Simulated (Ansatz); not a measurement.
# GeH3O (SMILES [O][GeH3]) at UCAM-B3LYP/STO-3G

Aim: the electronic atomisation energy of GeH3O at UCAM-B3LYP/STO-3G, from 4 runs. 

The calculation is run with Ansatz 0.2.0.

80 further runs of the same task are left out: 25 that didn't finish, 55 set aside as unsound or not needed.

### Step 1. The molecule

GeH3O: 5 atoms, total charge 0, spin state doublet. As SMILES, `[O][GeH3]`. Geometry: relaxed at PBE0-D4/def2-TZVP.

Bond lengths: O1–Ge2 1.795 Å, Ge2–H3 1.536 Å, Ge2–H4 1.536 Å, Ge2–H5 1.537 Å. Angles: O1–Ge2–H3 109.7°, O1–Ge2–H4 109.7°, O1–Ge2–H5 102.4°, H3–Ge2–H4 111.5°, H3–Ge2–H5 111.6°, H4–Ge2–H5 111.6°.

### Step 2. A single-point energy at UCAM-B3LYP/STO-3G

in.yaml

```yaml
crystal:
  periodic: [false, false, false]
  atoms:
    - {symbol: O, position_ang: [-1.443900, 0.418600, 0.777300]}
    - {symbol: Ge, position_ang: [0.072300, -0.056300, -0.056900]}
    - {symbol: H, position_ang: [-0.162200, -0.091200, -1.574700]}
    - {symbol: H, position_ang: [0.548000, -1.418100, 0.471500]}
    - {symbol: H, position_ang: [1.035700, 1.073400, 0.341400]}
basis:
  gaussian:
    orbitals: STO-3G
magnetization:
  spin_polarized: true
  initial_magnetization: 1
hamiltonian:
  xc: {name: CAM-B3LYP}
accuracy: high
```

Command:

```sh
$ ansatz run in.yaml --threads 1 --pin off --max-ram 2610MiB --events-out events.jsonl --progress --plain --runs-dir runs
```

Standard output:

```text
Warning: RAYON_NUM_THREADS=1 ignored (pool sized by the plan → 1); use --threads N
Functional definition: CAM-B3LYP
  name "CAM-B3LYP"
  parameter alpha = 0.19
  parameter beta = 0.46
  parameter omega = 0.33/bohr
  parameter ac = 0.81
  exchange = (1 - alpha - beta)*b88_x + beta*b88_x_sr(omega) + alpha*exact_x + beta*exact_x_lr(omega)
  correlation = (1 - ac)*vwn5_c + ac*lyp_c
384 factors; integrals over basis functions are off by at most 5.4e-9 eV
138 factors; integrals over basis functions are off by at most 8.6e-10 eV
mean field evaluation 1: about -57908.1293 eV, gradient 4.8e1 eV
mean field evaluation 2: about -57805.2710 eV, gradient 1.2e2 eV
mean field evaluation 4: about -57931.7541 eV, gradient 9.3e0 eV
mean field evaluation 8: about -57932.4035 eV, gradient 1.1e-1 eV
mean field evaluation 16: about -57932.4093 eV, gradient 1.6e-2 eV
mean field evaluation 32: about -57932.4096 eV, gradient 6.0e-9 eV
mean field -57932.40956178 eV, -2128.9767833980 hartree, gradient 9.9e-8 eV, S^2 0.752647; 2 other end points of the search recorded, 0 dependent functions left out
reference -57932.40957350 eV, -2128.9767838287 hartree; 22, 21 occupied and 4, 5 virtual orbitals, 384 factors
Total energy: -57932.40957350 eV, -2128.9767838287 hartree
```

It took 6.9 s on 1 thread of Arm Neoverse V1, shared host; peak memory 0.14 GiB.

### Step 3. The Ge atom

molecule.yaml

```yaml
basis:
  gaussian:
    orbitals: STO-3G
crystal:
  periodic: [false, false, false]
  atoms:
    - symbol: Ge
      position_ang: [0.000000, 0.000000, 0.000000]
total_charge: 0
magnetization:
  spin_polarized: true
  initial_magnetization: 2
hamiltonian:
  xc: {name: CAM-B3LYP}
accuracy: high
```

Run the same way, it converges to -2052.90939 Eh (log not shown).

### Step 4. The H atom at the same level

input.yaml

```yaml
crystal:
  periodic: [false, false, false]
  atoms:
    - symbol: H
      position_ang: [0.000000, 0.000000, 0.000000]
basis:
  gaussian:
    orbitals: STO-3G
magnetization:
  spin_polarized: true
  initial_magnetization: 1
hamiltonian:
  xc: {name: CAM-B3LYP}
accuracy: high
```

Command:

```sh
$ ansatz run input.yaml --threads 1 --pin off --max-ram 2610MiB --events-out events.jsonl --progress --plain --runs-dir runs
```

Standard output (excerpt; [...] marks lines left out):

```text
Warning: RAYON_NUM_THREADS=1 ignored (pool sized by the plan → 1); use --threads N
[... 8 set-up lines as earlier in the session ...]
1 factors; integrals over basis functions are off by at most 4.6e-10 eV
1 factors; integrals over basis functions are off by at most 3.0e-10 eV
mean field evaluation 1: about -12.5879 eV, gradient 0.0e0 eV
mean field evaluation 2: about -12.5879 eV, gradient 0.0e0 eV
mean field -12.58793461 eV, -0.4625980644 hartree, gradient 0.0e0 eV, S^2 0.750000; 0 other end points of the search recorded, 0 dependent functions left out
reference -12.58794100 eV, -0.4625982992 hartree; 1, 0 occupied and 0, 1 virtual orbitals, 1 factors
Total energy: -12.58794100 eV, -0.4625982992 hartree
```

It took 0.12 s on 1 thread of Arm Neoverse V1, shared host.

### Step 5. The O atom at the same level

input.yaml

```yaml
crystal:
  periodic: [false, false, false]
  atoms:
    - {symbol: O, position_ang: [0.000000, 0.000000, 0.000000]}
basis:
  gaussian:
    orbitals: STO-3G
accuracy: high
hamiltonian:
  xc: {name: CAM-B3LYP}
magnetization:
  spin_polarized: true
  initial_magnetization: 2
```

Command:

```sh
$ ansatz run input.yaml --threads 1 --pin off --max-ram 2610MiB --events-out events.jsonl --progress --plain --runs-dir runs
```

Standard output (excerpt; [...] marks lines left out):

```text
Warning: RAYON_NUM_THREADS=1 ignored (pool sized by the plan → 1); use --threads N
[... 8 set-up lines as earlier in the session ...]
15 factors; integrals over basis functions are off by at most 1.1e-9 eV
15 factors; integrals over basis functions are off by at most 3.2e-10 eV
mean field evaluation 1: about -2013.8448 eV, gradient 7.5e-12 eV
mean field evaluation 2: about -2013.8454 eV, gradient 9.8e-12 eV
mean field -2013.84542189 eV, -74.0074542210 hartree, gradient 0.0e0 eV, S^2 2.000000; 0 other end points of the search recorded, 0 dependent functions left out
reference -2013.84542680 eV, -74.0074544013 hartree; 5, 3 occupied and 0, 2 virtual orbitals, 15 factors
Total energy: -2013.84542680 eV, -74.0074544013 hartree
```

Wall time 0.28 s (1 thread of Arm Neoverse V1, shared host).

### Step 6. Results

Level: UCAM-B3LYP/STO-3G.

| quantity | value |
| --- | --- |
| molecule: total energy | -2128.97678 Eh |
| molecule: ⟨S²⟩ | 0.753 |
| Ge atom: total energy | -2052.90939 Eh |
| Ge atom: ⟨S²⟩ | 2.217 |
| H atom: total energy | -0.46260 Eh |
| H atom: ⟨S²⟩ | 0.750 |
| O atom: total energy | -74.00745 Eh |
| O atom: ⟨S²⟩ | 2.000 |
| electronic atomisation energy | 18.290 eV |

Taking the molecule apart into free atoms costs 18.29 eV (422 kcal/mol), before zero-point energy and without spin-orbit coupling. In a minimal basis such a difference can be off by several eV, whatever the method. ⟨S²⟩ (Ge atom) is 2.22 where a pure triplet has 2.00: the reference is spin-contaminated.
